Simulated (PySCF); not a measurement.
# CoH17N5O ([Co(H2O)(NH3)5]3+): the cost of one run

Computed with PySCF 2.14.0 and routines of our own; the level stands in each step. Atoms count from 0.

### Step 1. The system as given

24 atoms, charge 3, states of the metal's open shell are computed; geometry from: GFN2-xTB, shaken.

### Step 2. Relaxing the molecule at B3LYP-D3(BJ)/def2-SVP

What the job is given:

```
{"job": {"xc": "B3LYP", "basis": "def2-SVP", "d3": "d3bj", "grid": 1, "maxiter": 40, "kind": "geom"}, "charge": 3, "metal": "Co", "open_shell": "d6"}
Co     0.001510     0.005590     0.045710
O     -0.042400    -0.033860     2.016040
H      0.722430    -0.273010     2.569600
H     -0.831520    -0.171750     2.564920
N      0.054110     0.022200    -1.866570
H      0.784440    -0.592650    -2.265330
H      0.208200     0.941170    -2.288780
H     -0.816340    -0.292080    -2.308680
N      1.955120     0.033110     0.092000
H      2.377020    -0.851350     0.394090
H      2.252210     0.695430     0.818860
H      2.411200     0.330650    -0.744240
N     -1.953020     0.045670     0.047260
H     -2.308980     0.647760     0.792800
H     -2.409310    -0.871580     0.253420
H     -2.413570     0.388730    -0.797910
N     -0.011730     1.977280     0.141420
H     -0.066110     2.258710     1.111370
H     -0.795680     2.405840    -0.335010
H      0.836390     2.423570    -0.265080
N     -0.015040    -1.958990    -0.010540
H     -0.725410    -2.346950    -0.661790
H     -0.225840    -2.348920     0.875020
H      0.852330    -2.373570    -0.320730
```

Command:

```
$ OMP_NUM_THREADS=1 python lf_run.py task.json out
```

One launch serves the whole session: the jobs run in the order shown.

**Question.** How long does this first job take on 1 thread of AMD EPYC, shared host, and how much memory does it need?

About 9.8 min, with a peak of 0.86 GiB.
